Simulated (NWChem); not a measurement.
**BNH3 (SMILES B[NH]): U-r2SCAN/jorge-DZP**

Aim: the electronic atomisation energy of BNH3 at U-r2SCAN/jorge-DZP, from 4 runs. 

The calculation is run with NWChem 7.3.0.

10 further runs of the same task are left out: 10 set aside as unsound or not needed.

### 1 The structure to begin with

BNH3: 5 atoms, total charge 0, spin state doublet. As SMILES, `B[NH]`. The coordinates come from a PBE0-D4/def2-TZVP relaxation.

Bond lengths: B1–N2 1.329 Å, B1–H3 1.210 Å, B1–H4 1.204 Å, N2–H5 0.999 Å. Angles: B1–N2–H5 163.9°, N2–B1–H3 118.8°, N2–B1–H4 121.2°, H3–B1–H4 119.9°.

### 2 The energy at U-r2SCAN/jorge-DZP (run 1)

File job.nw:

```
start job
title "BH3N r2SCAN"
memory 2200 mb
geometry noautosym nocenter noautoz
  B    -0.310800   -0.370100   -0.091600
  N     0.531200    0.655200   -0.019800
  H    -0.414800   -1.107400    0.862500
  H    -0.964100   -0.573100   -1.081900
  H     1.208400    1.321700    0.289300
end
basis spherical bse
  B library jorge-DZP
  N library jorge-DZP
  H library jorge-DZP
end
dft
  xc r2scan
  mult 2
  grid fine
  convergence energy 1e-08
  iterations 100
  mulliken
  noprint "final vectors analysis"
end
task dft energy
```

On the command line:

```
$ nwchem job.nw > job.out
```

The program printed, cut to the lines that bear on the results:

```text
[...]
          Wavefunction type:  spin polarized.
          No. of atoms     :     5
          No. of electrons :    15
[...]
          Charge           :     0
          Spin multiplicity:     2
[...]
          AO basis - number of functions:    45
[...]
              XC Information
              --------------
                      r^2SCAN Method XC Functional
               r^2SCAN metaGGA Exchange Functional  1.000
                     r^2SCAN Correlation Potential  1.000
[...]
 d= 0,ls=0.0,diis     1    -81.2679709773 -1.08D+02  8.15D-03  5.78D-02     1.2
[...]
 d= 0,ls=0.0,diis    12    -81.3093823809 -1.56D-09  2.82D-07  5.83D-11     8.2
[...]
         Total DFT energy =      -81.309382380855
      One electron energy =     -162.469008212112
           Coulomb energy =       66.009925895715
    Exchange-Corr. energy =      -11.998437837410
 Nuclear repulsion energy =       27.148137772953
[...]
      Total Density - Mulliken Population Analysis
     ---------------------------------------------
    Atom       Charge   Shell Charges
 -----------   ------   -------------------------------------------------------
    1 B    5     5.14   0.93  1.05  0.62  0.33  1.90  0.24  0.08
    2 N    7     7.02   0.94  1.03  0.80  0.63  2.83  0.77  0.01
    3 H    1     0.99   0.73  0.25  0.01
    4 H    1     0.99   0.73  0.24  0.01
    5 H    1     0.85   0.69  0.11  0.05
[...]
      <S2> =      0.7613 (Exact =     0.7500)
[...]
```

It took 9 s on 1 thread of Intel Xeon Platinum 8488C (Sapphire Rapids), shared host; peak memory 0.11 GiB.

### 3 The B atom (run 2)

File job.nw:

```
START job
memory 2200 mb
GEOMETRY units atomic noautosym nocenter noautoz
B      0.00000000     0.00000000     0.00000000
END
BASIS "ao basis" spherical bse
* library jorge-DZP
END
DFT
xc r2scan
mult 2
grid fine
convergence energy 1e-08
iterations 100
mulliken
print low
END
TASK dft energy
```

On the command line:

```
$ nwchem job.nw > job.out
```

The program printed, cut to the lines that bear on the results:

```text
[...]
 d= 0,ls=0.0,diis     1    -24.6110394339 -2.46D+01  2.92D-02  2.15D-02     0.2
[...]
 d= 0,ls=0.0,diis     7    -24.6345964176 -4.39D-10  1.04D-06  2.69D-12     0.5
[...]
         Total DFT energy =      -24.634596417611
      One electron energy =      -32.388566873124
           Coulomb energy =       11.626827910295
    Exchange-Corr. energy =       -3.872857454782
 Nuclear repulsion energy =        0.000000000000
[...]
      Total Density - Mulliken Population Analysis
     ---------------------------------------------
    Atom       Charge   Shell Charges
 -----------   ------   -------------------------------------------------------
    1 B    5     5.00   0.94  1.04  0.93  1.10  0.73  0.27  0.00
     --------------------------------------------
      Spin Density - Mulliken Population Analysis
     --------------------------------------------
    Atom       Charge   Shell Charges
 -----------   ------   -------------------------------------------------------
    1 B    5     1.00  -0.00 -0.00  0.04 -0.04  0.73  0.27 -0.00
[...]
      <S2> =      0.7551 (Exact =     0.7500)
[...]
```

Wall time 1.1 s (1 thread of Intel Xeon Platinum 8488C (Sapphire Rapids), shared host); peak memory 0.1 GiB.

### 4 The H atom at the same level (run 3)

File h.xyz:

```xyz
1
H
H      0.000000     0.000000     0.000000
```

File h.nw:

```
start h
title "H"
memory stack 880 mb heap 220 mb global 1100 mb
charge 0

geometry noautosym nocenter noautoz
  load format xyz h.xyz
end

basis spherical bse
  * library jorge-DZP
end

dft
  xc r2scan
  mult 2
  grid fine
  convergence energy 1e-08
  maxiter 100
  mulliken
  noprint "final vectors analysis"
end

task dft energy
```

Run the same way, it converges to -0.49934 Eh (log not shown).

### 5 The N atom (run 4)

File calc.xyz:

```xyz
1
N r2SCAN
N      0.000000     0.000000     0.000000
```

File calc.nw:

```
start calc
title "N r2SCAN"
memory stack 880 mb heap 220 mb global 1100 mb

geometry units angstroms noautosym nocenter noautoz
load calc.xyz
end

basis spherical bse
* library jorge-DZP
end

dft
xc r2scan
mult 4
grid fine
convergence energy 1e-08
iterations 100
mulliken
noprint "final vectors analysis"
end

task dft
```

Run the same way, it converges to -54.57487 Eh (log not shown).

### 6 The series

| run | partner | energy (Eh) | ⟨S²⟩ | wall time |
| --- | --- | --- | --- | --- |
| 1 | base | -81.309382 | 0.761 | 9 s |
| 2 | atoms | -24.634596 | 0.755 | 1.1 s |
| 3 | atoms | -0.499342 | 0.750 | 0.75 s |
| 4 | atoms | -54.574875 | 3.753 | 1.2 s |

### 7 Results

Level: U-r2SCAN/jorge-DZP.

```
                     quantity         value
         N atom: total energy  -54.57487 Eh
                 N atom: ⟨S²⟩         3.753
electronic atomisation energy     16.378 eV
```

In words: Taking the molecule apart into free atoms costs 16.38 eV (1580 kJ/mol), before zero-point energy and without spin-orbit coupling. All runs together took 12 s, the longest 9 s.
